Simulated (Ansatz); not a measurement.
The system is YbGe2Ru2.

```
Yb Ru Ge
1.0
    -2.10150    2.10150    4.88150
     2.10150   -2.10150    4.88150
     2.10150    2.10150   -4.88150
Yb Ru Ge
1 2 2
Direct
  0.00000 0.00000 0.00000
  0.25000 0.75000 0.50000
  0.75000 0.25000 0.50000
  0.62500 0.62500 0.00000
  0.37500 0.37500 0.00000
```

Program: Ansatz 0.2.0. Alike in all runs: task single point; level PBEsol; potentials or basis Ansatz PAW; spin collinear, ferromagnetic start; cell as given; k mesh 8 × 8 × 8; cutoff (eV) 420; smearing fermi-dirac 0.05 eV.

Question: Order these runs on this cell by their pressure, lowest first.
A. fixed moment (μB) 0.8
B. fixed moment (μB) 6.0
C. fixed moment (μB) 3.0
D. fixed moment (μB) 3.8
E. fixed moment (μB) 4.5

Answer: A (-0.3 GPa), C (1.7 GPa), D (3.6 GPa), E (5.6 GPa), B (10.6 GPa).

Caveats: the total moment is fixed, so each spin has its own Fermi level; the PAW data sets come from PBE, with cores solved anew for the run's functional, which leaves a small shift of forces and pressure; the thresholds are loose for stress.
